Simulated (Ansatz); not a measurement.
# MnAl6: properties at the relaxed cell

An exercise on one series of results from a longer session: the logs are not shown, and one member is left open.

Method: DFT PBEsol, scalar-relativistic, plane waves, PAW, in Ansatz 0.2.0.

**The starting structure**

Symmetry: Cmcm, No. 63, orthorhombic system. Conventional cell: a = 7.488 Å, b = 6.412 Å, c = 8.756 Å, α = 90.00°, β = 90.00°, γ = 90.00°. Mn (site symmetry m2m) is surrounded by 10 Al at 2.41 to 2.62 Å. Al (site symmetry m) has 2 Mn at 2.51 to 2.62 Å and 9 Al at 2.74 to 2.96 Å in its first shell of neighbours. Around Al (site symmetry 2) lie 2 Mn at 2.56 Å and 9 Al at 2.59 to 2.86 Å. Around Al (site symmetry m) lie 1 Mn at 2.41 Å and 10 Al at 2.52 to 2.96 Å.

Structure file:

```
Mn Al
1.0
     3.74378   -3.20590    0.00000
     3.74378    3.20590    0.00000
     0.00000    0.00000    8.75565
Mn Al
2 12
Direct
  0.45727 0.54273 0.75000
  0.54273 0.45727 0.25000
  0.60358 0.03097 0.75000
  0.39642 0.96903 0.25000
  0.32689 0.32689 0.00000
  0.67311 0.67311 0.50000
  0.67311 0.67311 0.00000
  0.32689 0.32689 0.50000
  0.85852 0.14148 0.10018
  0.14148 0.85852 0.60018
  0.85852 0.14148 0.39982
  0.14148 0.85852 0.89982
  0.03097 0.60358 0.25000
  0.96903 0.39642 0.75000
```

It goes back to an entry of the Materials Project, which need not be the stable form.

It is the result of an earlier relaxation at this level (volume 15.01 Å³/atom; gap on the mesh: none (metal)).

The first run:

input.yaml reads:

```yaml
crystal:
  lattice:
    - [3.7059644739, -3.1735104273, 0.0]
    - [3.7059644739, 3.1735104273, 0.0]
    - [0.0, 0.0, 8.6672028462]
  atoms:
    - { symbol: Mn, position: [0.4572668119, 0.5427331881, 0.75] }
    - { symbol: Mn, position: [0.5427331881, 0.4572668119, 0.25] }
    - { symbol: Al, position: [0.6035784162, 0.0309656566, 0.75] }
    - { symbol: Al, position: [0.3964215838, 0.9690343434, 0.25] }
    - { symbol: Al, position: [0.3268893236, 0.3268893236, 0.0] }
    - { symbol: Al, position: [0.6731106764, 0.6731106764, 0.5] }
    - { symbol: Al, position: [0.6731106764, 0.6731106764, 0.0] }
    - { symbol: Al, position: [0.3268893236, 0.3268893236, 0.5] }
    - { symbol: Al, position: [0.8585223491, 0.1414776509, 0.1001839686] }
    - { symbol: Al, position: [0.1414776509, 0.8585223491, 0.6001839686] }
    - { symbol: Al, position: [0.8585223491, 0.1414776509, 0.3998160314] }
    - { symbol: Al, position: [0.1414776509, 0.8585223491, 0.8998160314] }
    - { symbol: Al, position: [0.0309656566, 0.6035784162, 0.25] }
    - { symbol: Al, position: [0.9690343434, 0.3964215838, 0.75] }
basis:
  ecutwfc: 420
kpoints:
  mp_grid: { grid: [8, 8, 4] }
hamiltonian:
  xc: pbesol
scf:
  occupations: { method: gaussian, width: 0.1 }
output:
  forces: true
  stress: true
  eigenvalues: true
relax:
  adjacent_minimum: "off"
  f_tol: 0.01
  max_steps: 30
  cell: { stress_tol: 0.1, fix: [volume] }
```

The run is started by

```console
$ ansatz run input.yaml --threads 4 --pin off --max-ram 10240MiB --backend cpu --events-out ev --progress --plain --runs-dir out
```

Among the steps run: Volume × 0.97; Volume × 1.03; The cell scaled to 0.94 of its volume; Volume × 1.06; Volume × 0.91; Point at V/V0 = 1.10; Volume × 0.88.

One table of the session follows, with a row left open; its other results are not shown here.

It belongs to the step «Energy against volume». 

| volume (Å³/atom) | energy above the lowest point (meV/atom) | pressure (GPa) |
| --- | --- | --- |
| 13.211 | 91.6 | 18.18 |
| 13.661 | 48.6 | 12.52 |
| 14.112 | 20.4 | 7.68 |
| 14.562 | ? | ? |
| 15.012 | 0.0 | 0.00 |
| 15.463 | 4.4 | -3.04 |
| 15.913 | 16.7 | -5.63 |
| 16.514 | 43.4 | -8.49 |

Q: Estimate the row for volume (Å³/atom) = 14.562 from the others.

Worked estimate for «energy above the lowest point (meV/atom)». A straight line through the neighbours (14.112, 20.4) and (15.012, 0.0) gives 20.4 + (0.0 − 20.4) × (14.562 − 14.112) / (15.012 − 14.112) = 10.2; a parabola fitted to 4 rows on both sides gives 4.8.

**Answer.** energy above the lowest point (meV/atom): 4.8; pressure (GPa): 3.54. In «energy above the lowest point (meV/atom)» the line misses by +5.4 and the parabola by 0.0.

To keep in mind: The final runs have no spin polarisation, so a magnetic state may lie lower.
